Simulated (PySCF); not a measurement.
# FSTb (Tb(S)(F)+): the cost of one run

Computed with PySCF 2.14.0. Level: PBE0, Tb lcecp-2-SVP with ECP53, S def2-SVP, F def2-SVP; scalar-relativistic core potentials, no spin–orbit coupling.

1 further run of the same task is left out (for a known fault of the program).

## Step 1: Where the work starts

3 atoms, charge 1, spin multiplicity 1.

Bond lengths: Tb1–S2 2.258 Å, Tb1–F3 1.978 Å. Angles: S2–Tb1–F3 131.8°.

Coordinates:

```xyz
3
FSTb
Tb    0.00000    0.00000    0.00000
S     2.06070    0.00000    0.92220
F    -1.80540    0.00000    0.80800
```

Formal oxidation states: Tb +4. Each metal's 7 4f electrons lie in its core potential, so multiplicities, spins and levels count the valence alone.

## Step 2: SCF at the start, singlet

File run.py (the lines that set the calculation):

```python
mol = gto.M(atom='''
Tb     0.00000     0.00000     0.00000
S      2.06070     0.00000     0.92220
F     -1.80540     0.00000     0.80800''',
    basis={'Tb': 'lcecp-2-SVP', 'S': 'def2-SVP', 'F': 'def2-SVP'},
    ecp={'Tb': 'lcecp-2-SVP'},
    charge=1, spin=0)
mf = dft.RKS(mol, xc='PBE0')
mf.grids.atom_grid = (50, 194)  # f atoms: unpruned, at least (60, 302)
mf = mf.density_fit()  # fitting sets: Tb AutoAux, S def2-universal-JKFIT, F def2-universal-JKFIT
mf.conv_tol = 1e-08; mf.max_cycle = 55
mf.kernel(dm0)  # dm0: free metal ions and neutral atoms
```

On the command line:

```console
$ OMP_NUM_THREADS=2 python run.py
```

Q: Estimate wall time and peak memory on 2 threads of Arm Neoverse V1, shared host.

About 1.7 s, with a peak of 0.31 GiB.
